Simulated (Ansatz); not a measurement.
# TiCH₃ (quartet): the correlation ladder, def2-SVP

An exercise on one series of results from a longer session: the logs are not shown, and one member is left open.

The runs use Ansatz 0.2.0, Gaussian basis; def2-SVP, core rule «outside noble gas», up to 10 orbitals frozen.

To be run: UHF; CCSD(T) on ROHF; CCSD(T) on UHF; CISD as a restricted active space (open shells left free, so some higher excitations enter); CCSDT(Q) on ROHF; CCSDT(Q) on UHF.

26 further runs of the same task are left out: 9 that didn't finish, 17 set aside as unsound or not needed. Runs told in other sessions of the task aren't counted.

**The geometry**

The geometry is a PBE0/def2-TZVP stationary point (not a proven minimum) of the parent state, kept for this charge and spin.

5 atoms, charge 0, spin multiplicity 4.

Atoms are counted from 1 here; the program's logs count them from 0.

Bond lengths: Ti1–C2 2.062 Å, C2–H3 1.097 Å, C2–H4 1.096 Å, C2–H5 1.097 Å. Angles: Ti1–C2–H3 109.2°, Ti1–C2–H4 110.8°, Ti1–C2–H5 109.2°, H3–C2–H4 109.3°, H3–C2–H5 109.0°, H4–C2–H5 109.3°.

Set-up of the first run:

File in.yaml:

```yaml
crystal:
  periodic: [false, false, false]
  atoms:
    - {symbol: Ti, position_ang: [0.000000, 0.000119, 0.510737]}
    - {symbol: C, position_ang: [0.000001, 0.001372, -1.551684]}
    - {symbol: H, position_ang: [-0.893080, -0.523764, -1.912121]}
    - {symbol: H, position_ang: [0.000017, 1.025571, -1.940604]}
    - {symbol: H, position_ang: [0.893066, -0.523791, -1.912120]}
basis:
  gaussian: {orbitals: def2-SVP}
magnetization: {spin_polarized: true, initial_magnetization: 3}
hamiltonian: {xc: hf}
output: {orbitals: {seedname: orbitals}}
```

Run with:

```sh
ansatz run in.yaml --threads 1 --pin off --events-out ev --progress --plain --max-ram 2393MiB
```

Among the steps run: UHF; CCSD(T) on ROHF; CCSD(T) on UHF; CISD as a restricted active space (open shells left free, so some higher excitations enter); CCSDT(Q) on ROHF; CCSDT(Q) on UHF.

One table of the session follows, with a row left open; its other results are not shown here.

| method | from RCCSDT(Q) (meV) |
| --- | --- |
| ROHF | ? |
| UHF | +5807.5 |
| RMP2 | +914.3 |
| UMP2 | +839.7 |
| RCCSD | +210.5 |
| UCCSD | +147.4 |
| RCCSD(T) | +41.2 |
| UCCSD(T) | -20.6 |
| RCCSDT | +9.5 |
| UCCSDT | -47.2 |
| RCCSDT(Q) | 0 |
| UCCSDT(Q) | -56.5 |

**Question.** Estimate the row for ROHF.

**Answer.** from RCCSDT(Q) (meV): +5892.3. In the column «from RCCSDT(Q) (meV)» it is the highest.

Not comparable, so not listed: CISD as a restricted active space (open shells left free, so some higher excitations enter) (they don't share determinant, frozen orbitals or solution with the rows shown, or repeat one).

Limits of these values: Restricted and unrestricted rows rest on different reference determinants; a gap between their highest levels can come from leftover correlation error, from unlike frozen cores or from another state.
